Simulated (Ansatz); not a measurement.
# AlCu3: the cost of one run

Computed with Ansatz 0.2.0 (DFT LDA, scalar-relativistic, plane waves, PAW, unless a step's input says otherwise).

2 further runs of the same task are left out: 2 set aside as unsound or not needed.

## Step 1: The system as given

Symmetry: P6_3/mmc, No. 194, hexagonal system. Conventional cell: a = 5.083 Å, b = 5.083 Å, c = 4.128 Å, α = 90.00°, β = 90.00°, γ = 120.00°. Al (site symmetry -6m2) is surrounded by 12 Cu at 2.54 Å. Cu (site symmetry mm2) has 8 Cu at 2.52 to 2.56 Å and 4 Al at 2.54 Å as nearest neighbours.

As a file:

```cif
data_structure
_symmetry_space_group_name_H-M 'P 1'
_symmetry_Int_Tables_number 1
_cell_length_a 5.0835
_cell_length_b 5.0835
_cell_length_c 4.1277
_cell_angle_alpha 90.000
_cell_angle_beta 90.000
_cell_angle_gamma 120.000
_cell_volume 92.37
loop_
_atom_site_label
_atom_site_type_symbol
_atom_site_fract_x
_atom_site_fract_y
_atom_site_fract_z
_atom_site_occupancy
Al1 Al 0.66667 0.33333 0.25000 1
Al2 Al 0.33333 0.66667 0.75000 1
Cu1 Cu 0.33033 0.16516 0.75000 1
Cu2 Cu 0.83484 0.16516 0.75000 1
Cu3 Cu 0.83484 0.66967 0.75000 1
Cu4 Cu 0.66967 0.83484 0.25000 1
Cu5 Cu 0.16516 0.83484 0.25000 1
Cu6 Cu 0.16516 0.33033 0.25000 1
```

It goes back to an entry of the Materials Project, which need not be the stable form.

It is the result of an earlier relaxation at this level (volume 11.55 Å³/atom; gap on the mesh: none (metal)).

## Step 2: The cell under 2 GPa

What is minimised here is the enthalpy; the energy can go up as the cell is squeezed.

input.yaml

```yaml
crystal:
  lattice:
    - [5.0834554864, 0.0, 0.0]
    - [-2.5417277432, 4.4024015902, 0.0]
    - [0.0, 0.0, 4.1276726782]
  atoms:
    - { symbol: Al, position: [0.6666666667, 0.3333333333, 0.25] }
    - { symbol: Al, position: [0.3333333333, 0.6666666667, 0.75] }
    - { symbol: Cu, position: [0.3303281459, 0.165164073, 0.75] }
    - { symbol: Cu, position: [0.834835927, 0.165164073, 0.75] }
    - { symbol: Cu, position: [0.834835927, 0.6696718541, 0.75] }
    - { symbol: Cu, position: [0.6696718541, 0.834835927, 0.25] }
    - { symbol: Cu, position: [0.165164073, 0.834835927, 0.25] }
    - { symbol: Cu, position: [0.165164073, 0.3303281459, 0.25] }
basis:
  ecutwfc: 420
kpoints:
  mp_grid: { grid: [12, 12, 8] }
hamiltonian:
  xc: lda
scf:
  occupations: { method: fermi_dirac, width: 0.15 }
output:
  forces: true
  stress: true
  eigenvalues: true
relax:
  adjacent_minimum: "off"
  f_tol: 0.001
  max_steps: 60
  cell: { stress_tol: 0.02, p_target: 2.0 }
```

On the command line:

```bash
> ansatz run input.yaml --threads 2 --pin off --max-ram 6144MiB --backend cpu --events-out ev --progress --plain --runs-dir out
```

What time and memory should one allow on 2 threads of Oxide Virtual Turin-like (Zen 5), shared host?

About 99 s, with a peak of 0.76 GiB.
